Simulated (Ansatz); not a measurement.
# C2H4AlN: the cost of one run

Computed with Ansatz 0.2.0, Gaussian basis. Level: the settings change from run to run.

### 1 The relaxed structure

The structure was relaxed beforehand with PBE0-D4 in a triple-zeta def2 set.

SMILES `C=C=[N][AlH2]`, 8 atoms, charge 0, spin multiplicity 1.

Atoms are counted from 1 here; the program's logs count them from 0.

Bond lengths: C1–C2 1.314 Å, C1–H5 1.081 Å, C1–H6 1.081 Å, C2–N3 1.196 Å, N3–Al4 1.768 Å, Al4–H7 1.576 Å, Al4–H8 1.576 Å. Angles: C2–C1–H5 120.1°, C2–C1–H6 120.1°, H5–C1–H6 119.9°, C1–C2–N3 180.0°, C2–N3–Al4 180.0°, N3–Al4–H7 116.8°, N3–Al4–H8 116.8°, H7–Al4–H8 126.4°.

### 2 BHLYP/aug-cc-pVTZ

in.yaml

```yaml
crystal:
  periodic: [false, false, false]
  atoms:
    - {symbol: C, position_ang: [-0.215734, 2.071919, 0.367363]}
    - {symbol: C, position_ang: [-0.074922, 0.786082, 0.136231]}
    - {symbol: N, position_ang: [0.053251, -0.384475, -0.074254]}
    - {symbol: Al, position_ang: [0.241834, -2.114336, -0.386352]}
    - {symbol: H, position_ang: [-0.544041, 2.731278, -0.423366]}
    - {symbol: H, position_ang: [-0.003523, 2.472131, 1.348470]}
    - {symbol: H, position_ang: [-0.089742, -2.613967, -1.843439]}
    - {symbol: H, position_ang: [0.725077, -3.005933, 0.819548]}
basis:
  gaussian: {orbitals: aug-cc-pVTZ}
hamiltonian: {xc: {name: BHLYP}}
output: {forces: true}
```

On the command line:

```
> ansatz run in.yaml --threads 2 --pin off --events-out ev --progress --plain --max-ram 4352MiB
```

What time and memory should one allow on 2 threads of Arm Neoverse V2, shared host?

About 8 s, with a peak of 0.8 GiB.
